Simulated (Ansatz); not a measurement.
# C3H9AlO: how energies converge with the basis set

An exercise on one series of results from a longer session: the logs are not shown, and one member is left open.

The runs use Ansatz 0.2.0, Gaussian basis; one geometry, several basis sets.

The runs, in order: PBE0-D4/def2-SVP; ωB97M-V/def2-SVP; PBE0-D4/def2-QZVPP; ωB97M-V/def2-QZVPP; the functionals' def2-TZVPP values are taken from earlier runs.

## The relaxed structure

The geometry comes from an earlier relaxation with PBE0-D4 in a triple-zeta def2 set; it is a stationary point, not always the lowest conformer.

SMILES `CC(C)[O][AlH2]`, 14 atoms, charge 0, spin multiplicity 1.

Atoms are counted from 1 here; the program's logs count them from 0.

Bond lengths: C1–C2 1.517 Å, C1–H6 1.091 Å, C1–H7 1.094 Å, C1–H8 1.093 Å, C2–C3 1.517 Å, C2–O4 1.403 Å, C2–H9 1.099 Å, C3–H10 1.093 Å, C3–H11 1.094 Å, C3–H12 1.093 Å, O4–Al5 1.681 Å, Al5–H13 1.578 Å, Al5–H14 1.585 Å. Angles: C2–C1–H6 110.3°, C2–C1–H7 110.3°, C2–C1–H8 110.9°, H6–C1–H7 108.3°, H6–C1–H8 108.6°, H7–C1–H8 108.3°, C1–C2–C3 111.9°, C1–C2–O4 109.2°, C1–C2–H9 108.1°, C3–C2–O4 112.1°, C3–C2–H9 108.4°, O4–C2–H9 107.0°, C2–C3–H10 111.1°, C2–C3–H11 110.7°, C2–C3–H12 110.7°, H10–C3–H11 108.1°, H10–C3–H12 108.1°, H11–C3–H12 108.1° and more.

The first run:

Input file in.yaml:

```yaml
crystal:
  periodic: [false, false, false]
  atoms:
    - {symbol: C, position_ang: [-1.229671, 0.390508, 1.166634]}
    - {symbol: C, position_ang: [0.178889, 0.141727, 0.661666]}
    - {symbol: C, position_ang: [0.401126, -1.315026, 0.302317]}
    - {symbol: O, position_ang: [0.439021, 0.998713, -0.418766]}
    - {symbol: Al, position_ang: [0.794707, 0.992871, -2.061957]}
    - {symbol: H, position_ang: [-1.367571, 1.447527, 1.399843]}
    - {symbol: H, position_ang: [-1.961122, 0.107928, 0.403810]}
    - {symbol: H, position_ang: [-1.429973, -0.194382, 2.067622]}
    - {symbol: H, position_ang: [0.882149, 0.412086, 1.461964]}
    - {symbol: H, position_ang: [1.420547, -1.480290, -0.054974]}
    - {symbol: H, position_ang: [-0.290776, -1.628673, -0.485174]}
    - {symbol: H, position_ang: [0.238484, -1.955974, 1.172131]}
    - {symbol: H, position_ang: [0.938483, 2.417878, -2.725396]}
    - {symbol: H, position_ang: [0.972805, -0.364391, -2.860822]}
basis:
  gaussian: {orbitals: def2-SVP}
hamiltonian: {xc: pbe0, dispersion: d4}
output: {orbitals: {seedname: orbitals}}
```

Launch:

```sh
$ ansatz run in.yaml --threads 4 --pin off --events-out ev --progress --plain --max-ram 10444MiB
```

Steps of the session up to this table: PBE0-D4 in def2-SVP; ωB97M-V in def2-SVP; PBE0-D4 in def2-QZVPP; ωB97M-V in def2-QZVPP.

One of the session's tables, all rows but one given; the rest of the session is left out.

It belongs to the step «Functionals by basis». 

```
functional       basis  HOMO (eV)
   PBE0-D4    def2-SVP      -7.76
   PBE0-D4  def2-TZVPP      -7.82
   PBE0-D4  def2-QZVPP          ?
   ωB97M-V    def2-SVP     -10.00
   ωB97M-V  def2-TZVPP     -10.12
   ωB97M-V  def2-QZVPP     -10.13
```

**Question.** Estimate the row for PBE0-D4, def2-QZVPP.

As computed: HOMO (eV): -7.83. In the column «HOMO (eV)» it lies between ωB97M-V, def2-SVP (-10.00) and PBE0-D4, def2-TZVPP (-7.82).
